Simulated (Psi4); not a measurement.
**TiO2 (SMILES [O]=[Ti]=[O]): levels of theory compared**

We compute a comparison of 4 runs (HF/STO-3G, B3LYP/6-31G*, MOHLYP/def2-TZVP) of TiO2. 

The results are computed with Psi4 1.11.

6 further runs of the same task are left out: 5 that didn't finish, 1 set aside as unsound or not needed.

## 1. The system as given

TiO2: 3 atoms, total charge 0, spin state singlet. As SMILES, `[O]=[Ti]=[O]`. The shape comes from GFN2-xTB, which is rough for such elements, and wasn't checked as a minimum.

Bond lengths: Ti1–O2 1.630 Å, Ti1–O3 1.630 Å. Angles: O2–Ti1–O3 113.6°.

## 2. Energy and gradient at HF/STO-3G (run 1)

Contents of job.dat:

```
memory 1.6 GB

molecule m {
  Ti
  O 1 r2
  O 1 r3 2 a3

  r2 = 1.629684
  r3 = 1.629728
  a3 = 113.62734
  symmetry c1
  no_reorient
  no_com
}

set {
  basis STO-3G
  reference rhf
  puream true
  e_convergence 1e-09
  d_convergence 1e-08
  scf_type pk
}

E, wfn = gradient('hf', return_wfn=True)
```

Command:

```console
$ psi4 -n 1 job.dat job.out
```

job.out:

```text
[...]
  Running in c1 symmetry.
[...]
  Nuclear repulsion =  126.712612554035047
[...]
  Multiplicity = 1
[...]
  Nalpha       = 19
  Nbeta        = 19
[...]
    Number of basis functions: 28
[...]
   @RHF iter   1:  -986.86652773089168   -1.57122e+00   2.99480e-02 DIIS/ADIIS
[...]
   @RHF iter  15:  -987.45338274505878   -1.13687e-12   3.55248e-09 DIIS
[...]
    Orbital Energies [Eh]
    ---------------------
    Doubly Occupied:
       1A   -181.596585     2A    -21.371157     3A    -20.121638
       4A    -20.121597     5A    -17.957140     6A    -17.956872
       7A    -17.954801     8A     -2.979772     9A     -1.932528
      10A     -1.926135    11A     -1.920245    12A     -1.053907
      13A     -1.033318    14A     -0.355856    15A     -0.316116
      16A     -0.297543    17A     -0.285949    18A     -0.283504
      19A     -0.239015
[...]
  @RHF Final Energy:  -987.45338274505878
   => Energetics <=
    Nuclear Repulsion Energy =            126.7126125540350472
    One-Electron Energy =               -1608.9246388077826850
    Two-Electron Energy =                 494.7586435086888628
    Total Energy =                       -987.4533827450586614
[...]
 Multipole Moments:
 ------------------------------------------------------------------------------------
     Multipole            Electronic (a.u.)      Nuclear  (a.u.)        Total (a.u.)
 ------------------------------------------------------------------------------------
 L = 1.  Multiply by 2.5417464519 to convert [e a0] to [Debye]
 Dipole X            :          3.2556927           -1.1187556            2.1369372
 Dipole Y            :          2.1292281           -0.7316790            1.3975491
 Dipole Z            :          0.0000000            0.0000000            0.0000000
 Magnitude           :                                                    2.5533593
[...]
  -Total Gradient:
     Atom            X                  Y                   Z
    ------   -----------------  -----------------  -----------------
       1        0.014295423999     0.009290740042    -0.000000000000
       2       -0.007043252469    -0.004775764922    -0.000000000000
       3       -0.007252171536    -0.004514975121     0.000000000000
[...]
```

It took 1.6 s on 1 thread of Intel Xeon Platinum 8375C at 2.90GHz (Ice Lake), shared host; peak memory 0.18 GiB.

## 3. Energy and forces at B3LYP/6-31G(d) (Cartesian functions) (run 2)

Contents of o2ti.xyz:

```xyz
3
O2Ti
Ti     0.004550    -0.005680    -0.594650
O      1.361390    -0.020020     0.307930
O     -1.365930     0.025690     0.286720
```

Contents of calc.py:

```python
import psi4

psi4.set_memory('1600 MB')
psi4.set_num_threads(1)
psi4.core.set_output_file('o2ti.out', False)

with open('o2ti.xyz') as f:
    atoms = ''.join(f.readlines()[2:])
m = psi4.geometry('0 1\n' + atoms + 'symmetry c1\nno_reorient\nno_com')

psi4.set_options(dict(puream=False, e_convergence=1e-09, d_convergence=1e-08, scf_type='pk', dft_radial_points=99, dft_spherical_points=590))

e_tot, wfn = psi4.gradient("b3lyp/6-31G*", molecule=m, return_wfn=True)
print('gradient / Eh bohr^-1')
print(e_tot.np.round(6))
print(f'energy = {wfn.energy():.10f} Eh')
```

Command:

```console
$ python calc.py
```

o2ti.out:

```text
[...]
  Running in c1 symmetry.
[...]
  Nuclear repulsion =  126.712608119806532
[...]
  Multiplicity = 1
[...]
  Nalpha       = 19
  Nbeta        = 19
[...]
    Number of basis functions: 69
[...]
   @RKS iter   1:  -999.02162265335403   -1.42536e-01   2.13377e-02 DIIS/ADIIS
[...]
   @RKS iter  14:  -999.90034600081867   -3.41061e-13   3.77634e-09 DIIS
[...]
    Orbital Energies [Eh]
    ---------------------
    Doubly Occupied:
       1A   -178.854043     2A    -19.882984     3A    -19.095809
       4A    -19.095800     5A    -16.599185     6A    -16.598728
       7A    -16.594282     8A     -2.365376     9A     -1.493064
      10A     -1.489421    11A     -1.481119    12A     -0.837543
      13A     -0.820441    14A     -0.325013    15A     -0.314535
      16A     -0.302836    17A     -0.285431    18A     -0.274373
      19A     -0.239351
[...]
  @RKS Final Energy:  -999.90034600081867
   => Energetics <=
    Nuclear Repulsion Energy =            126.7126081198065322
    One-Electron Energy =               -1625.3271255780819047
    Two-Electron Energy =                 546.5526109310243328
    DFT Exchange-Correlation Energy =     -47.8384394735676892
    Empirical Dispersion Energy =           0.0000000000000000
    VV10 Nonlocal Energy =                  0.0000000000000000
    Total Energy =                       -999.9003460008186721
[...]
 Multipole Moments:
 ------------------------------------------------------------------------------------
     Multipole            Electronic (a.u.)      Nuclear  (a.u.)        Total (a.u.)
 ------------------------------------------------------------------------------------
 L = 1.  Multiply by 2.5417464519 to convert [e a0] to [Debye]
 Dipole X            :         -0.1009073            0.1205267            0.0196195
 Dipole Y            :          0.1260032           -0.1504222           -0.0244190
 Dipole Z            :         13.1742990          -15.7321590           -2.5578600
 Magnitude           :                                                    2.5580518
[...]
  -Total Gradient:
     Atom            X                  Y                   Z
    ------   -----------------  -----------------  -----------------
       1       -0.000060660755     0.000113558724     0.011949806599
       2       -0.001728393347    -0.000027768193    -0.006037969026
       3        0.001789708288    -0.000086542483    -0.005990514297
[...]
```

The script printed:

```text
gradient / Eh bohr^-1
[[-6.100e-05  1.140e-04  1.195e-02]
 [-1.728e-03 -2.800e-05 -6.038e-03]
 [ 1.790e-03 -8.700e-05 -5.991e-03]]
energy = -999.9003460008 Eh
```

Run time: 9.3 s. Hardware: 1 thread of Intel Xeon Platinum 8375C at 2.90GHz (Ice Lake), shared host; peak memory 0.56 GiB.

Run 3 isn't shown in full; the table further down has it.

## 4. The energy at MOHLYP/def2-TZVP (DKH2, Cholesky decomposition) (run 4)

Contents of calc.py:

```python
import psi4

psi4.set_memory(1600000000)
psi4.set_num_threads(1)
psi4.core.set_output_file('output.dat', False)

mol = psi4.geometry("""
Ti     0.00859825    -0.01073364    -1.12372564
O      2.57265425    -0.03783232     0.58190337
O     -2.58123361     0.04854706     0.54182227
units au
symmetry c1
""")

psi4.set_options({
    'basis': 'def2-TZVP',
    'scf_type': 'cd',
    'relativistic': 'dkh',
    'dkh_order': 2,
})

result = psi4.energy('mohlyp')
print('E =', round(result, 9))
for k, v in sorted(psi4.core.scalar_variables().items()):
    print(f'{k:45s} {v:18.10f}')
```

Command:

```console
$ python calc.py
```

output.dat:

```text
[...]
  Running in c1 symmetry.
[...]
  Nuclear repulsion =  126.712608073075842
[...]
  Multiplicity = 1
[...]
  Nalpha       = 19
  Nbeta        = 19
[...]
    Number of basis functions: 107
[...]
   @RKS iter   1: -1000.93077809739646   -1.10440e-01   1.21107e-02 DIIS/ADIIS
[...]
   @RKS iter  12: -1001.53765152855465   -2.57534e-08   1.70836e-07 DIIS
[...]
    Orbital Energies [Eh]
    ---------------------
    Doubly Occupied:
       1A   -178.358129     2A    -19.630014     3A    -18.632966
       4A    -18.632957     5A    -16.267731     6A    -16.267600
       7A    -16.261709     8A     -2.231780     9A     -1.379535
      10A     -1.378502    11A     -1.372117    12A     -0.759385
      13A     -0.742718    14A     -0.276127    15A     -0.266568
      16A     -0.262569    17A     -0.245188    18A     -0.233411
      19A     -0.196665
[...]
  @RKS Final Energy: -1001.53765152855465
   => Energetics <=
    Nuclear Repulsion Energy =            126.7126080730758417
    One-Electron Energy =               -1629.4480394850900211
    Two-Electron Energy =                 558.4216005227742698
    DFT Exchange-Correlation Energy =     -57.2238206393148374
    Empirical Dispersion Energy =           0.0000000000000000
    VV10 Nonlocal Energy =                  0.0000000000000000
    Total Energy =                      -1001.5376515285546475
[...]
 Multipole Moments:
 ------------------------------------------------------------------------------------
     Multipole            Electronic (a.u.)      Nuclear  (a.u.)        Total (a.u.)
 ------------------------------------------------------------------------------------
 L = 1.  Multiply by 2.5417464519 to convert [e a0] to [Debye]
 Dipole X            :         -0.0298481            0.0104335           -0.0194146
 Dipole Y            :         -3.8165587            1.3367346           -2.4798240
 Dipole Z            :          0.0000000           -0.0000000            0.0000000
 Magnitude           :                                                    2.4799000
[...]
```

The script printed:

```text
E = -1001.537651529
CURRENT ENERGY                                  -1001.5376515286
CURRENT REFERENCE ENERGY                        -1001.5376515286
DD SOLVATION ENERGY                                 0.0000000000
DFT FUNCTIONAL TOTAL ENERGY                     -1001.5376515286
DFT TOTAL ENERGY                                -1001.5376515286
DFT VV10 ENERGY                                     0.0000000000
DFT XC ENERGY                                     -57.2238206393
GRID ELECTRONS ALPHA                               19.0000306036
GRID ELECTRONS BETA                                19.0000306036
GRID ELECTRONS TOTAL                               38.0000612072
NUCLEAR REPULSION ENERGY                          126.7126080731
ONE-ELECTRON ENERGY                             -1629.4480394851
PCM POLARIZATION ENERGY                             0.0000000000
PE ENERGY                                           0.0000000000
SCF ITERATION ENERGY                            -1001.5376515286
SCF ITERATIONS                                     12.0000000000
SCF TOTAL ENERGY                                -1001.5376515286
TWO-ELECTRON ENERGY                               558.4216005228
XC GRID RADIAL POINTS                              75.0000000000
XC GRID SPHERICAL POINTS                          302.0000000000
XC GRID TOTAL POINTS                            65939.0000000000
```

Run time: 8.1 s. Hardware: 1 thread of Intel Xeon Platinum 8375C at 2.90GHz (Ice Lake), shared host; peak memory 0.43 GiB.

## 5. Overview of the runs

| run | level | Cartesian functions | integration grid | energy (Eh) | dipole moment (D) | HOMO energy (eV) | LUMO energy (eV) | wall time |
| --- | --- | --- | --- | --- | --- | --- | --- | --- |
| 1 | HF/STO-3G | no | – | -987.453383 | 6.49 | -6.50 | 3.14 | 1.6 s |
| 2 | B3LYP/6-31G* (Cartesian functions) | yes | 99 radial × 590 angular | -999.900346 | 6.50 | -6.51 | -3.02 | 9.3 s |
| 3 | MOHLYP/def2-TZVP (Cholesky decomposition) | no | 75 radial × 302 angular | -997.900596 | 6.26 | -5.36 | -3.40 | 8.1 s |
| 4 | MOHLYP/def2-TZVP (DKH2, Cholesky decomposition) | no | 75 radial × 302 angular | -1001.537652 | 6.30 | -5.35 | -3.46 | 8.1 s |

## 6. Summary of results

| quantity | value |
| --- | --- |
| run 4: total energy | -1001.53765 Eh |
| run 4: dipole moment | 6.30 D |
| run 4: HOMO energy | -5.35 eV |
| run 4: LUMO energy | -3.46 eV |
| run 4: HOMO–LUMO gap | 1.89 eV |

What this shows: The dipole moment (its size) runs from 6.26 D (MOHLYP/def2-TZVP) to 6.50 D (B3LYP/6-31G*). The two ends differ in method and basis. The HOMO–LUMO gap runs from 1.89 eV (MOHLYP/def2-TZVP) to 9.65 eV (HF/STO-3G). The two ends differ in method and basis and Hamiltonian. Totals of different functionals can't be ranked against each other. Some runs of one species differ in core potentials or relativity; totals across that change don't compare. In run 1 the basis is minimal, so the values are rough. All runs together took 27 s, the longest 9.3 s.
